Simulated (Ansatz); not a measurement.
# CsB7: one candidate of a structure search, part 2 of 2

Aim: relax a trial structure of CsB7 and see where it ends.

Ansatz 0.2.0; DFT PBE, scalar-relativistic, plane waves, PAW. The steps go on from the part before.

## Step 4: Full relaxation

The end of the coarse run is made exact in the group found at a tolerance of 0.06 Å and reduced to its primitive cell.

The input, input.yaml:

```yaml
crystal:
  lattice:
    - [4.4407041186, 0.0, 0.0]
    - [0.0, 4.4407041186, 0.0]
    - [0.0, 0.0, 4.4407041186]
  atoms:
    - { symbol: Cs, position: [0.0, 0.0, 0.0] }
    - { symbol: B, position: [0.3564864935, 0.3564864935, 0.3564864935] }
    - { symbol: B, position: [0.0, 0.5, 0.5] }
    - { symbol: B, position: [0.5, 0.5, 0.0] }
    - { symbol: B, position: [0.5, 0.0, 0.5] }
    - { symbol: B, position: [0.6435135065, 0.3564864935, 0.6435135065] }
    - { symbol: B, position: [0.6435135065, 0.6435135065, 0.3564864935] }
    - { symbol: B, position: [0.3564864935, 0.6435135065, 0.6435135065] }
basis:
  ecutwfc: 420
kpoints:
  mp_grid: { grid: [8, 8, 8] }
hamiltonian:
  xc: pbe
scf:
  occupations: { method: gaussian, width: 0.1 }
output:
  forces: true
  stress: true
  eigenvalues: true
  write_density: true
  write_potential: true
  elf: true
  volumetric_format: npy
relax:
  adjacent_minimum: "off"
  f_tol: 0.01
  max_steps: 80
  cell: { stress_tol: 0.05 }
```

The run is started by

```console
ansatz run input.yaml --threads 1 --pin off --max-ram 2048MiB --backend cpu --events-out ev --progress --plain --runs-dir out
```

Log:

```text
Warning: RAYON_NUM_THREADS=1 ignored (pool sized by the plan → 1); use --threads N
Engine: ansatz 0.2.0, aarch64-unknown-linux-gnu
Pseudopotentials: kind: paw
Pseudopotential: Cs, paw, valence charge 9, recommended cutoff 420 eV (normal), Cs.paw.azcp
Pseudopotential: B, paw, valence charge 3, recommended cutoff 420 eV (normal), B.paw.azcp
Functional definition: PBE
  parameter kappa = 0.804
  parameter beta = 0.06672455060314922
  exchange = pbe_x(kappa = kappa, mu = beta*pi^2/3)
  correlation = pbe_c(beta = beta)
Crystal: 8 atoms, lattice volume = 87.570 Å³
Basis set: ecut = 420 eV, 1743 PW (Γ), exchange–correlation on 60×60×60 points (8 copies of the dense FFT grid, shifted against one another)
Bands: 23, of which v1, the nominal top of the filled ones, is band 15 counted from 1 (14 counted from 0)
Symmetry: 24 space group operations
Space group: P-43m (ITA 215), of the structure as read, at distance tolerance 4.4e-5 Å
k-points: 35 of 512 (time reversal used)
Non-local potential: Cs, projectors of the file, l = 0: 3, l = 1: 2, l = 2: 2, l = 3: 2
Non-local potential: B, projectors of the file, l = 0: 2, l = 1: 2, l = 2: 1
PAW form: soft (Blöchl's): semilocal exchange-correlation on the pseudo side does not see the compensation charge
PAW one-centre angular grid: Cs, 194 points (default); XC on 64 Gauss nodes
PAW one-centre angular grid: B, 110 points (default); XC on 64 Gauss nodes
Initial density: superposition of atomic densities (neutral atoms: chi_scale 0, normalization atom), corrected by the library's trained network
Initial wavefunctions: pseudopotential atomic-orbital guess
Functional: x = pbe(κ = 0.804, μ = 0.2195149727645171), c = pbe(β = 0.06672455060314922)
SCF iter   1: F=—  HF=-6758.049273 eV  |F-HF|=—  |Δ(HF+E_count)|=         —  Δρ=5.26e-3  dr2=4.45e-2  ethr=1.77e-3  ⟨swp⟩=6.3  Hψ=4485  notcnv=0  defer=21
preconditioner: auto → Kerker (q_TF=auto, 2.282 Å⁻¹)  [metal: Δε(μ)=0.059 eV  Ē_g=11.575 eV  σ=0.100 eV  W_gap=0.30  n_scr=18 (ndim 8)  ℏωp=21.7 eV  f_vac=0.000  D(μ)=3.86/eV (n_scr^D=26)]
SCF iter   2: F=—  HF=-6758.042508 eV  |F-HF|=—  |Δ(HF+E_count)|=   6.76e-3  Δρ=3.05e-3  dr2=1.84e-2  ethr=1.48e-4  ⟨swp⟩=1.0  Hψ=1086  notcnv=0  defer=26
SCF iter   3: F=—  HF=-6758.037059 eV  |F-HF|=—  |Δ(HF+E_count)|=   5.45e-3  Δρ=5.65e-4  dr2=5.62e-4  ethr=6.15e-5  ⟨swp⟩=2.3  Hψ=1112  notcnv=0  defer=26
SCF iter   4: F=—  HF=-6758.036942 eV  |F-HF|=—  |Δ(HF+E_count)|=   1.17e-4  Δρ=1.84e-4  dr2=4.33e-5  ethr=1.87e-6  ⟨swp⟩=2.0  Hψ=1168  notcnv=0  defer=26
SCF iter   5: F=—  HF=-6758.036937 eV  |F-HF|=—  |Δ(HF+E_count)|=   5.46e-6  Δρ=3.29e-5  dr2=8.67e-7  ethr=1.44e-7  ⟨swp⟩=2.3  Hψ=1184  notcnv=0  defer=28
SCF iter   6: F=-6758.036937 eV  HF=-6758.036937 eV  |F-HF|=3.60e-8  |Δ(HF+E_count)|=   7.53e-7  Δρ=6.44e-6  dr2=3.44e-8  ethr=3.33e-10  ⟨swp⟩=13.9  Hψ=6547  notcnv=0
SCF 1 converged in 6 iterations: F = -6758.036937 eV  dr2 = 3.44e-8
relax step   1: F+E_penalty+E_count = -6758.03693736 eV  Δ(F+E_penalty+E_count) = +0.000e0 eV  max|allowed force component| = 2.099e-2 eV/Å  Δτ_max = 0.0000 Å  P = +0.063 GPa  Ω = 87.570 Å³  (6 SCF iters, dr2 threshold 1.00e-7 eV, accepted)
Crystal: 8 atoms, lattice volume = 87.563 Å³
Initial density: handed on by an earlier stage of this run
Initial wavefunctions: those handed on with the density
iter 1 solved again at ethr=2.80e-8 eV; its pass at ethr=3.10e-3 eV (dr2=8.39e-6 eV) is discarded
SCF iter   1: F=—  HF=-6758.037007 eV  |F-HF|=—  |Δ(HF+E_count)|=         —  Δρ=7.83e-5  dr2=9.32e-6  ethr=2.80e-8  ⟨swp⟩=2.1  Hψ=3922  notcnv=0
preconditioner: auto → Kerker (q_TF=auto, 2.282 Å⁻¹)  [metal: Δε(μ)=0.057 eV  Ē_g=11.553 eV  σ=0.100 eV  W_gap=0.30  n_scr=18 (ndim 8)  ℏωp=21.7 eV  f_vac=0.000  D(μ)=3.82/eV (n_scr^D=26)]
SCF iter   2: F=—  HF=-6758.036999 eV  |F-HF|=—  |Δ(HF+E_count)|=   7.98e-6  Δρ=4.01e-5  dr2=2.38e-6  ethr=2.80e-8  ⟨swp⟩=1.9  Hψ=1205  notcnv=0
SCF iter   3: F=—  HF=-6758.036998 eV  |F-HF|=—  |Δ(HF+E_count)|=   8.60e-7  Δρ=5.46e-6  dr2=3.06e-8  ethr=7.93e-9  ⟨swp⟩=2.2  Hψ=1299  notcnv=0
SCF iter   4: F=-6758.036998 eV  HF=-6758.036998 eV  |F-HF|=6.37e-11  |Δ(HF+E_count)|=   1.25e-8  Δρ=9.57e-7  dr2=1.02e-9  ethr=9.18e-11  ⟨swp⟩=7.7  Hψ=4362  notcnv=0
SCF 2 converged in 4 iterations: F = -6758.036998 eV  dr2 = 1.02e-9
relax step   2: F+E_penalty+E_count = -6758.03699780 eV  Δ(F+E_penalty+E_count) = -6.043e-5 eV  max|allowed force component| = 1.018e-2 eV/Å  Δτ_max = 0.0005 Å  P = +0.058 GPa  Ω = 87.563 Å³  energy of the carried Pulay correction = +8.716e-6 eV  (4 SCF iters, dr2 threshold 2.75e-8 eV, accepted)
Crystal: 8 atoms, lattice volume = 87.600 Å³
iter 1 solved again at ethr=6.03e-8 eV; its pass at ethr=3.10e-3 eV (dr2=1.81e-5 eV) is discarded
SCF iter   1: F=—  HF=-6758.036988 eV  |F-HF|=—  |Δ(HF+E_count)|=         —  Δρ=9.58e-5  dr2=1.93e-5  ethr=6.03e-8  ⟨swp⟩=2.0  Hψ=3740  notcnv=0
preconditioner: auto → Kerker (q_TF=auto, 2.282 Å⁻¹)  [metal: Δε(μ)=0.058 eV  Ē_g=11.550 eV  σ=0.100 eV  W_gap=0.30  n_scr=18 (ndim 8)  ℏωp=21.7 eV  f_vac=0.000  D(μ)=3.82/eV (n_scr^D=26)]
SCF iter   2: F=—  HF=-6758.036978 eV  |F-HF|=—  |Δ(HF+E_count)|=   9.41e-6  Δρ=5.19e-5  dr2=6.25e-6  ethr=6.03e-8  ⟨swp⟩=1.5  Hψ=894  notcnv=0
SCF iter   3: F=—  HF=-6758.036972 eV  |F-HF|=—  |Δ(HF+E_count)|=   5.73e-6  Δρ=7.73e-6  dr2=1.85e-7  ethr=2.08e-8  ⟨swp⟩=2.2  Hψ=1147  notcnv=0
SCF iter   4: F=—  HF=-6758.036972 eV  |F-HF|=—  |Δ(HF+E_count)|=   5.35e-8  Δρ=3.35e-6  dr2=2.04e-8  ethr=6.18e-10  ⟨swp⟩=2.0  Hψ=1221  notcnv=0
SCF iter   5: F=-6758.036972 eV  HF=-6758.036972 eV  |F-HF|=1.02e-10  |Δ(HF+E_count)|=   3.82e-9  Δρ=6.31e-7  dr2=3.43e-10  ethr=2.82e-11  ⟨swp⟩=7.5  Hψ=4001  notcnv=0
SCF 3 converged in 5 iterations: F = -6758.036972 eV  dr2 = 3.43e-10
relax step   3: F+E_penalty+E_count = -6758.03697240 eV  Δ(F+E_penalty+E_count) = +2.539e-5 eV  max|allowed force component| = 1.534e-4 eV/Å  Δτ_max = 0.0004 Å  P = -0.014 GPa  Ω = 87.600 Å³  energy of the carried Pulay correction = -3.665e-5 eV  (5 SCF iters, dr2 threshold 8.45e-9 eV, accepted)
Initial wavefunctions: pseudopotential atomic-orbital guess (no wavefunctions were taken with the density)
iter 1 solved again at ethr=1.86e-8 eV; its pass at ethr=3.10e-3 eV (dr2=5.58e-6 eV) is discarded
SCF iter   1: F=—  HF=-6758.036980 eV  |F-HF|=—  |Δ(HF+E_count)|=         —  Δρ=7.12e-7  dr2=2.75e-10  ethr=1.86e-8  ⟨swp⟩=3.8  Hψ=7044  notcnv=0
eigensolver tolerance schedule: the retry pair's looser diagonalisation over-reported the residual by 20291.61 of it (diagonalisation noise at 0.14 of the residual, at the tolerance the schedule requests for it); recorded, not acted on — ethr = c·dr2/N_el stays at c = 1.0e-1
SCF iter   2: F=—  HF=-6758.036972 eV  |F-HF|=—  |Δ(HF+E_count)|=   8.08e-6  Δρ=4.82e-7  dr2=1.92e-10  ethr=1.00e-12  ⟨swp⟩=3.7  Hψ=1940  notcnv=0
SCF iter   3: F=-6758.036972 eV  HF=-6758.036972 eV  |F-HF|=2.36e-11  |Δ(HF+E_count)|=  5.18e-11  Δρ=2.23e-7  dr2=4.69e-11  ethr=1.00e-12  ⟨swp⟩=6.2  Hψ=4532  notcnv=0
SCF 4 converged in 3 iterations: F = -6758.036972 eV  dr2 = 4.69e-11
relax step   4: F+E_penalty+E_count = -6758.03697240 eV  Δ(F+E_penalty+E_count) = -8.367e-11 eV  max|allowed force component| = 1.579e-4 eV/Å  Δτ_max = 0.0000 Å  P = -0.013 GPa  Ω = 87.600 Å³  stress off target by 1.34e-2 GPa  SCF on the basis re-selected at this cell (its energy is not comparable with the rows above)  (3 SCF iters)
basis re-selected at this cell: Δ(F+E_penalty+E_count) = -8.367e-11 eV, ΔP = +0.000 GPa vs the last step (what re-selecting the basis moved, of the pressure what is left beyond the Pulay correction that the steps carried, after the strain that the cell walked since its last selection, with what the two solves' SCF thresholds leave and, on support functions, any second-order correction that the steps lacked; it is no measure of the basis error at this ecutwfc). This SCF's stress stands 1.34e-2 GPa from its target on what of the cell is left free (relax.cell.stress_tol is 5.00e-2 GPa) and its largest allowed force component is 1.58e-4 eV/Å (relax.f_tol is 1.00e-2 eV/Å): within both
SCF converged after 3 iterations
Free energy (F): -6758.036972 eV
Harris-Foulkes:  -6758.036972 eV  (|F-HF|=2.36e-11)
Internal energy: -6758.017854 eV  (E = F + TS)
E sigma→0 (E₀):  -6758.027413 eV
Entropy (-TS):   -0.019118 eV (-2.390 meV/atom)
Fermi energy:    8.790829 eV
--- Per-component energies (eV) ---
  E_band       = 47.253357
  E_kinetic    = 478.113450
  E_local      = -311.847357  (includes V_loc(G=0)·N_el)
  E_nonlocal   = 111.805584
  E_hartree    = 99.975983
  E_xc         = -397.753047
  E_vxc        = -391.751150  (∫ρ·V_xc dr)
  E_paw        = -5616.588605  (= ΣΔE_a)
  E_vpaw       = -39.019136  (= ΣTr[D̂ρ^β])
  E_aug_tail   = -0.000022  (compensation charges beyond the density's cutoff)
  E_ewald      = -1121.723841
  E_smearing   = -0.019118  (= −TS)
  E_closure    = -0.000000  (closes the sum)
  Σ components = -6758.036972   (vs F -6758.036972, Δ=0.00e0)
--- Forces (eV/Å), atoms counted from 1 ---
  atom   1  Cs    -0.00000000     0.00000000     0.00000000
  atom   2  B      0.00015793     0.00015793     0.00015793
  atom   3  B      0.00000000    -0.00000000    -0.00000000
  atom   4  B      0.00000000    -0.00000000    -0.00000000
  atom   5  B      0.00000000     0.00000000    -0.00000000
  atom   6  B     -0.00015793     0.00015793    -0.00015793
  atom   7  B     -0.00015793    -0.00015793     0.00015793
  atom   8  B      0.00015793    -0.00015793    -0.00015793
  max |Σ_I F_I| component: 8.18e-17 eV/Å
--- Stress (GPa, compression-positive) ---
       -0.013371       0.000000       0.000000
        0.000000      -0.013371      -0.000000
        0.000000      -0.000000      -0.013371
  P = ⅓ Tr σ = -0.0134 GPa (-0.134 kbar)
--- Band table (eV; the first three rows and the last of 35) ---
  k-point 0: bands = ["-11.8512", "-5.6244", "-0.1335", "-0.1335", "-0.1335", "1.4834", "1.4834", "2.2158", "2.2158", "2.2158", "2.7782", "8.0242", "8.0242", "8.0242", "8.1936", "8.1936", "8.1936", "11.9983", "11.9983", "11.9983", "13.3574", "13.3574", "16.8511"]
  k-point 1: bands = ["-11.8390", "-5.6249", "-0.4626", "-0.0602", "-0.0602", "1.4178", "1.5141", "2.0445", "2.1327", "2.1327", "3.6070", "7.3898", "7.3898", "7.9376", "7.9628", "8.7096", "8.7096", "11.8889", "12.2274", "12.2274", "13.5442", "13.7697", "15.9124"]
  k-point 2: bands = ["-11.8092", "-5.6293", "-0.9185", "0.1510", "0.1510", "0.6410", "1.5917", "1.8877", "1.8877", "2.9123", "4.6991", "6.8566", "6.8566", "7.4824", "7.6907", "8.8528", "8.8528", "11.6338", "13.0700", "13.0700", "13.9156", "14.7654", "14.9922"]
  k-point 34: bands = ["-11.6426", "-4.9222", "-1.1090", "-1.1090", "-1.1090", "-0.1490", "-0.1490", "-0.1490", "5.2710", "5.2710", "6.4910", "6.4910", "6.4910", "6.6071", "11.0549", "11.0549", "11.0549", "12.6107", "12.6107", "12.6107", "14.9610", "14.9610", "14.9610"]
--- Relaxed structure (3 steps of the walk, 3 accepted, 1 SCFs on fresh bases) ---
  F+E_penalty+E_count = -6758.03697240 eV   max|allowed force component| = 1.579e-4 eV/Å   (the final SCF, on the basis selected at the relaxed cell)
  cell:  # Å, volume = 87.6005 Å³
    - [4.441218820881502, -3.5308715647099323e-34, 1.9580287767936897e-33]
    - [-3.5308715647099323e-34, 4.441218820881502, -4.108650548026103e-33]
    - [1.9580287767936897e-33, -4.108650548026103e-33, 4.441218820881502]
  atoms:
    - { symbol: Cs, position: [-3.0518869967726496e-21, -4.577830495158311e-21, 1.5259434983861802e-21] }
    - { symbol: B, position: [0.35636557955990766, 0.35636557955990766, 0.35636557955990766] }
    - { symbol: B, position: [-3.051886996772386e-21, 0.5, 0.5] }
    - { symbol: B, position: [0.5, 0.5, 1.5259434983861943e-21] }
    - { symbol: B, position: [0.5, -4.577830495158497e-21, 0.5] }
    - { symbol: B, position: [0.6436344204400924, 0.35636557955990766, 0.6436344204400924] }
    - { symbol: B, position: [0.6436344204400924, 0.6436344204400924, 0.35636557955990766] }
    - { symbol: B, position: [0.35636557955990766, 0.6436344204400924, 0.6436344204400924] }
```

It took 31 s on 1 thread of Arm Neoverse V1, shared host; peak memory 0.35 GiB.

Step by step:

| step | energy from step 1 (eV/cell) | largest force component (eV/Å) | pressure (GPa) | volume (Å³) |
| --- | --- | --- | --- | --- |
| 1 | 0.0000 | 0.0210 | 0.06 | 87.57 |
| 2 | -0.0001 | 0.0102 | 0.06 | 87.56 |
| 3 | 0.0000 | 0.0002 | -0.01 | 87.60 |
| 4 | 0.0000 | 0.0002 | -0.01 | 87.60 |

Step 1 is the start. Step 4 repeats the geometry before it on a plane-wave basis chosen anew for that cell, so its energy need not be comparable with the rows above.

|  | before | after | change |
| --- | --- | --- | --- |
| a (Å) | 4.441 | 4.441 | 0.0 % |
| b (Å) | 4.441 | 4.441 | 0.0 % |
| c (Å) | 4.441 | 4.441 | 0.0 % |
| volume (Å³/atom) | 10.95 | 10.95 | 0.0 % |
| shortest distance (Å) | 1.803 | 1.804 | +0.1 % |
| space group (0.01 Å) | P-43m | P-43m | same |

Forces and stress were held to the start's 24 operations: a distortion of lower symmetry was not tested.

Density in a lattice plane of the grid's cell (edges 4.44 and 4.44 Å, at 1.000 of the third edge), which holds Cs and B.

Ten even steps from '0' (-0.06 e/Å³) to '9' (1.12 e/Å³):
```
236997421100000112479963
679986321110001112368997
999864321111111112346899
887643211111111111234678
544322111112221111122344
222111112222322221111122
111111122334443322111111
001111123445554432111110
000111223454445432211100
000011224553335542211000
000111223454445432211100
001111123445554432111110
111111122334443322111111
222111112222322221111122
544322111112221111122344
887643211111111111234678
999864321111111112346899
679986321110001112368997
236997421100000112479963
015997521100000112579951
```
Columns run along the first of these edges and rows up along the second, over one cell in 24 and 20 even steps from the bottom left corner. Atoms in the plane (fractional): Cs at (1.00, 0.00), B at (0.50, 0.50).

ELF in the same plane.

Ten even steps from '0' (0.01) to '9' (0.87):
```
003799962000000026999730
347999842000000024899974
889998521001110012589998
999985311122222111358999
998742112344544321124789
654311124566666542111345
211001245666566654210011
000012356643234665321000
000013466420002466431000
000013566410001466531000
000013466420002466431000
000012356643234665321000
211001245666566654210011
654311124566666542111345
998742112344544321124789
999985311122222111358999
889998521001110012589998
347999842000000024899974
003799962000000026999730
001699963100000136999610
```
Columns run along the first of these edges and rows up along the second, over one cell in 24 and 20 even steps from the bottom left corner. Atoms in the plane (fractional): Cs at (1.00, 0.00), B at (0.50, 0.50).

Both are smooth fields of the valence electrons: close to the nuclei they are not physical.

Outside the cores ELF peaks at 0.90 on the B–B line, 0.9 Å from B; 0.77 beside B, off the lines to its neighbours, 0.9 Å from B.

## Step 5: Variant: xc pbesol, occupations.method methfessel_paxton, occupations.width 0.025, ecutwfc left out

The input, input.yaml:

```yaml
crystal:
  lattice:
    - [4.4412188209, 0.0, 0.0]
    - [0.0, 4.4412188209, 0.0]
    - [0.0, 0.0, 4.4412188209]
  atoms:
    - { symbol: Cs, position: [0.0, 0.0, 0.0] }
    - { symbol: B, position: [0.3563655796, 0.3563655796, 0.3563655796] }
    - { symbol: B, position: [0.0, 0.5, 0.5] }
    - { symbol: B, position: [0.5, 0.5, 0.0] }
    - { symbol: B, position: [0.5, 0.0, 0.5] }
    - { symbol: B, position: [0.6436344204, 0.3563655796, 0.6436344204] }
    - { symbol: B, position: [0.6436344204, 0.6436344204, 0.3563655796] }
    - { symbol: B, position: [0.3563655796, 0.6436344204, 0.6436344204] }
kpoints:
  mp_grid: { grid: [8, 8, 8] }
hamiltonian:
  xc: pbesol
scf:
  occupations: { method: methfessel_paxton, width: 0.025 }
output:
  forces: true
  eigenvalues: true
  stress: true
```

The run is started by

```console
ansatz run input.yaml --threads 1 --pin off --max-ram 2048MiB --backend cpu --events-out ev --progress --plain --runs-dir out
```

Log, shortened:

```text
Warning: RAYON_NUM_THREADS=1 ignored (pool sized by the plan → 1); use --threads N
[...]
[... 3 set-up lines as earlier in the session ...]
Functional definition: PBEsol
[...]
Crystal: 8 atoms, lattice volume = 87.600 Å³
Basis set: ecut = 420 eV, 1743 PW (Γ), exchange–correlation on 60×60×60 points (8 copies of the dense FFT grid, shifted against one another)
Bands: 23, of which v1, the nominal top of the filled ones, is band 15 counted from 1 (14 counted from 0)
[... 2 set-up lines as earlier in the session ...]
k-points: 35 of 512 (time reversal used)
[...]
Free energy (F): -6650.568234 eV
[...]
E sigma→0 (E₀):  -6650.568212 eV
Entropy (-TS):   -0.000088 eV (-0.011 meV/atom)
Fermi energy:    8.706170 eV
[...]
--- Forces (eV/Å), atoms counted from 1 ---
  atom   1  Cs    -0.00000000     0.00000000     0.00000000
  atom   2  B      0.01642178     0.01642178     0.01642178
  atom   3  B      0.00000000    -0.00000000    -0.00000000
  atom   4  B      0.00000000     0.00000000     0.00000000
  atom   5  B      0.00000000     0.00000000     0.00000000
  atom   6  B     -0.01642178     0.01642178    -0.01642178
  atom   7  B     -0.01642178    -0.01642178     0.01642178
  atom   8  B      0.01642178    -0.01642178    -0.01642178
[...]
--- Stress (GPa, compression-positive) ---
       -2.997434      -0.000000      -0.000000
        0.000000      -2.997434       0.000000
       -0.000000       0.000000      -2.997434
  P = ⅓ Tr σ = -2.9974 GPa (-29.974 kbar)
--- Band table (eV; the first three rows and the last of 35) ---
[... band rows left out ...]
[...]
```

Wall time 6.8 s (1 thread of Arm Neoverse V1, shared host); peak memory 0.32 GiB.

```tsv
run	ending	energy change	pressure (GPa)	gap (eV)	force (eV/Å)	cycles	time
step 4	converged	-	0.0	0.00	0.00	-	31 s
variant	converged	not comparable	-3.0	0.00	0.03	6	6.8 s
```

A change of functional puts the total energy on another scale; the pressure goes from 0.0 to -3.0 GPa and the largest force goes from 0.00 to 0.03 eV/Å. The smearing changed too.

## Step 6: What came out

This closing draws on all 2 parts. Changes of volume or cell count from the first structure of part 1.

```
                              quantity                                                                      value
symmetry at the end (tolerance 0.05 Å)                                                space group P-43m (No. 215)
                     conventional cell  a = 4.441 Å, b = 4.441 Å, c = 4.441 Å, α = 90.00°, β = 90.00°, γ = 90.00°
                                volume                                                              10.95 Å³/atom
              energy over the elements                                                              +0.52 eV/atom
                       gap on the mesh                                                               none (metal)
```

The space group P-43m (No. 215) is kept, and the volume per atom shrinks by 36.6 % from the first guess. The formation energy is positive, so the separate elements lie lower. No finished test with a distortion of lower symmetry is shown, so the end may be a saddle point.
